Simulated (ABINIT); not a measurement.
TaAs:

```xyz
4
Lattice="-1.7218 1.7218 5.8679 1.7218 -1.7218 5.8679 1.7218 1.7218 -5.8679" Properties=species:S:1:pos:R:3 pbc="T T T"
Ta    0.0000    0.0000    5.8676
Ta    1.7218    0.0000    2.9336
As    0.0000    0.0000    0.9698
As    0.0000    1.7218    3.9037
```

The cell is a database's computed one.

Base run:

| Item | Value |
| --- | --- |
| Program | ABINIT 10.8.3 (patched build) |
| Functional | LDA |
| Potentials or basis | JTH PAW LDA v2.0 |
| Cutoff | 408 eV |
| k mesh | 7 × 7 × 7 |
| Occupations | fermi-dirac, width 0.05 eV |
| Spin | no spin polarisation |

Its results: band gap on the k mesh 0.07 eV, direct; largest force 0.020 eV/Å.

Problem. The run is repeated on the same cell with these changes: k mesh from 7 × 7 × 7 to 4 × 4 × 4. What comes out?

Solution. Band gap on the k mesh none (metal or under the smearing width); largest force 0.017 eV/Å.

Caveats: some runs use coarse meshes; spin-orbit coupling is left out, which moves the levels of the heavy elements (some runs); an odd mesh through Γ misses points on the zone boundary, where band edges often lie (some runs).

Not every run made on this cell is shown here.
